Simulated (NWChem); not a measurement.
**AsH3 (arsine) at 6 levels**

We compute a comparison of 6 runs (SVWN5/3-21G, SVWN5/6-31G, SVWN5/6-31G*, SVWN5/6-31G**, SVWN5/STO-3G, SVWN5/6-311G**) of AsH3 (arsine). 

Program for the calculation: NWChem 7.3.0.

## 1. The system as given

The species is AsH3 (4 atoms), meant as a singlet with charge 0. SMILES: `[AsH3]`. The shape is that of a PBE0-D4/def2-TZVP optimisation.

Bond lengths: As1–H2 1.522 Å, As1–H3 1.522 Å, As1–H4 1.522 Å. Angles: H2–As1–H3 92.0°, H2–As1–H4 92.0°, H3–As1–H4 92.0°.

## 2. Magnetic shielding at SVWN5/3-21G (run 1)

Input file ash3.xyz:

```xyz
4

As    -0.215800     0.487600    -0.346000
H      0.349900     0.630300     1.059400
H     -1.068000    -0.705500     0.061100
H      0.933900    -0.412500    -0.774500
```

Input file ash3.nw:

```
start ash3
memory 2200 mb
charge 0
geometry noautosym nocenter noautoz
load ash3.xyz
end
basis spherical bse
* library 3-21G
end
dft
xc slater vwn_5
mult 1
grid fine
convergence energy 1e-08
iterations 100
mulliken
print low
end
property
shielding
end
task dft property
```

Started as:

```
$ nwchem ash3.nw > ash3.out
```

What it wrote:

```text
[...]
 d= 0,ls=0.0,diis     1  -2223.5481101785 -2.26D+03  1.54D-02  1.89D-01     0.2
[...]
 d= 0,ls=0.0,diis     7  -2223.5635089367  4.09D-12  1.92D-08  5.12D-14     0.5
         Total DFT energy =    -2223.563508936702
      One electron energy =    -3177.281186206862
           Coulomb energy =      999.556012561506
    Exchange-Corr. energy =      -80.991515774202
 Nuclear repulsion energy =       35.153180482855
[...]
      Total Density - Mulliken Population Analysis
     ---------------------------------------------
    Atom       Charge   Shell Charges
 -----------   ------   -------------------------------------------------------
    1 As  33    33.02   2.00  2.00  5.99  2.00  5.93  0.91  1.79  1.01  1.40  9.98
    2 H    1     0.99   0.40  0.59
    3 H    1     0.99   0.40  0.59
    4 H    1     0.99   0.40  0.59
[...]
           isotropic =    2099.8243
[...]
           isotropic =      29.2817
[...]
           isotropic =      29.2821
[...]
           isotropic =      29.2814
[...]
```

Run time: 1.8 s. Hardware: 1 thread of Intel Xeon 6975P-C (Granite Rapids), shared host; peak memory 0.11 GiB.

## 3. NMR shieldings at SVWN5/6-31G (run 2)

Input file ash3.nw:

```
start ash3
memory total 2200 mb

geometry units au noautosym nocenter noautoz
  As  -0.40780290   0.92143046  -0.65384524
  H    0.66121517   1.19109438   2.00197586
  H   -2.01822750  -1.33320178   0.11546227
  H    1.76481523  -0.77951203  -1.46359288
end

basis spherical bse
  As library 6-31G
  H library 6-31G
end

dft
  xc slater vwn_5
  mult 1
  grid fine
  convergence energy 1e-08
  maxiter 100
  mulliken
  print low
end

property
  shielding
end

task dft property
```

Started as:

```
$ nwchem ash3.nw > ash3.out
```

What it wrote:

```text
[...]
 d= 0,ls=0.0,diis     1  -2233.9448078918 -2.27D+03  1.58D-02  1.58D-01     0.4
[...]
 d= 0,ls=0.0,diis     7  -2233.9587379394 -5.30D-10  8.96D-08  3.13D-12     1.6
         Total DFT energy =    -2233.958737939403
      One electron energy =    -3186.638891164696
           Coulomb energy =      998.380918691546
    Exchange-Corr. energy =      -80.853943378372
 Nuclear repulsion energy =       35.153177912120
[...]
      Total Density - Mulliken Population Analysis
     ---------------------------------------------
    Atom       Charge   Shell Charges
 -----------   ------   -------------------------------------------------------
    1 As  33    33.02   2.00  2.00  6.00  2.00  5.98  1.55  2.55  0.30  0.66  6.90  3.09
    2 H    1     0.99   0.47  0.52
    3 H    1     0.99   0.47  0.52
    4 H    1     0.99   0.47  0.52
[...]
           isotropic =    2063.1200
[...]
           isotropic =      29.4007
[...]
           isotropic =      29.4010
[...]
           isotropic =      29.4004
[...]
```

It took 4.5 s on 1 thread of Intel Xeon 6975P-C (Granite Rapids), shared host; peak memory 0.11 GiB.

Runs 3 to 4 aren't shown in full; the table further down has their settings and results.

## 4. Magnetic shielding at SVWN5/STO-3G (run 5)

Input file job.xyz:

```xyz
4
AsH3 SVWN5
As    -0.215800     0.487600    -0.346000
H      0.349900     0.630300     1.059400
H     -1.068000    -0.705500     0.061100
H      0.933900    -0.412500    -0.774500
```

Input file job.nw:

```
start job
title "AsH3 SVWN5"
memory 2200 mb
charge 0

geometry units angstrom noautosym nocenter noautoz
load format xyz job.xyz
end

basis spherical bse
* library STO-3G
end

dft
xc slater vwn_5
mult 1
grid fine
convergence energy 1e-08
maxiter 100
mulliken
noprint "final vectors analysis"
end

property
shielding
end

task dft property
```

Started as:

```
$ nwchem job.nw > job.out
```

What it wrote:

```text
[...]
          Wavefunction type:  closed shell.
          No. of atoms     :     4
          No. of electrons :    36
[...]
          Charge           :     0
          Spin multiplicity:     1
[...]
          AO basis - number of functions:    21
[...]
              XC Information
              --------------
                        Slater Exchange Functional  1.000 local
                      VWN V Correlation Functional  1.000 local
[...]
 d= 0,ls=0.0,diis     1  -2208.8133424845 -2.24D+03  2.06D-02  1.63D-01     0.1
[...]
 d= 0,ls=0.0,diis     6  -2208.8291681892 -2.41D-09  9.95D-08  1.82D-12     0.4
         Total DFT energy =    -2208.829168189153
      One electron energy =    -3170.284463417010
           Coulomb energy =     1007.688191353758
    Exchange-Corr. energy =      -81.386076608756
 Nuclear repulsion energy =       35.153180482855
[...]
      Total Density - Mulliken Population Analysis
     ---------------------------------------------
    Atom       Charge   Shell Charges
 -----------   ------   -------------------------------------------------------
    1 As  33    32.90   2.00  2.00  6.00  2.00  5.93  1.80  3.22  9.95
    2 H    1     1.03   1.03
    3 H    1     1.03   1.03
    4 H    1     1.03   1.03
[...]
           isotropic =    2426.4330
[...]
           isotropic =      31.0726
[...]
           isotropic =      31.0729
[...]
           isotropic =      31.0722
[...]
```

It took 1.5 s on 1 thread of Intel Xeon 6975P-C (Granite Rapids), shared host; peak memory 0.11 GiB.

## 5. NMR shieldings at SVWN5/6-311G(d,p) (run 6)

Input file input.nw:

```
start input
title "AsH3"
memory stack 880 mb heap 220 mb global 1100 mb

geometry noautosym nocenter noautoz
   As      -0.215800       0.487600      -0.346000
   H        0.349900       0.630300       1.059400
   H       -1.068000      -0.705500       0.061100
   H        0.933900      -0.412500      -0.774500
end

basis spherical bse
   * library 6-311G**
end

dft
   xc slater vwn_5
   grid fine
   convergence energy 1e-08
   iterations 100
   mulliken
   noprint "final vectors analysis"
end

property
   shielding
end

task dft property
```

Started as:

```
$ nwchem input.nw > input.out
```

What it wrote:

```text
[...]
          Wavefunction type:  closed shell.
          No. of atoms     :     4
          No. of electrons :    36
[...]
          Charge           :     0
          Spin multiplicity:     1
[...]
          AO basis - number of functions:    62
[...]
              XC Information
              --------------
                        Slater Exchange Functional  1.000 local
                      VWN V Correlation Functional  1.000 local
[...]
 d= 0,ls=0.0,diis     1  -2234.2878301267 -2.27D+03  6.96D-03  1.18D+01     0.5
[...]
 d= 0,ls=0.0,diis     8  -2234.3188163552 -6.68D-10  5.20D-07  1.73D-09     2.2
         Total DFT energy =    -2234.318816355154
      One electron energy =    -3185.735954028502
           Coulomb energy =      997.009254877707
    Exchange-Corr. energy =      -80.745297687214
 Nuclear repulsion energy =       35.153180482855
[...]
      Total Density - Mulliken Population Analysis
     ---------------------------------------------
    Atom       Charge   Shell Charges
 -----------   ------   -------------------------------------------------------
    1 As  33    33.07   0.77  1.19  1.02  0.96  0.83  1.20  1.28  0.49  0.50  5.47  4.62  1.32  0.59  1.68  1.08  8.09  1.83  0.16
    2 H    1     0.98   0.22  0.52  0.22  0.02
    3 H    1     0.98   0.22  0.52  0.22  0.02
    4 H    1     0.98   0.22  0.52  0.22  0.02
[...]
           isotropic =    1893.7761
[...]
           isotropic =      28.6899
[...]
           isotropic =      28.6902
[...]
           isotropic =      28.6895
[...]
```

Wall time 6.9 s (1 thread of Intel Xeon 6975P-C (Granite Rapids), shared host); peak memory 0.11 GiB.

## 6. Overview of the runs

```csv
run,level,energy (Eh),isotropic shielding of As1 (ppm),isotropic shielding of H2 (ppm),wall time
1,SVWN5/3-21G,-2223.563509,2099.8,29.3,1.8 s
2,SVWN5/6-31G,-2233.958738,2063.1,29.4,4.5 s
3,SVWN5/6-31G* (spherical functions),-2234.051776,1997.7,29.0,5.4 s
4,SVWN5/6-31G** (spherical functions),-2234.055237,2011.3,28.5,6.6 s
5,SVWN5/STO-3G,-2208.829168,2426.4,31.1,1.5 s
6,SVWN5/6-311G**,-2234.318816,1893.8,28.7,6.9 s
```

## 7. Results

| quantity | value |
| --- | --- |
| run 6: total energy | -2234.31882 Eh |
| run 6: dipole moment | 0.55 D |
| run 6: isotropic shielding of As1 | 1893.8 ppm |
| run 6: isotropic shielding of H2 | 28.7 ppm |

In words: In run 5 the basis is minimal, so the values are rough. All runs together took 27 s, the longest 6.9 s.
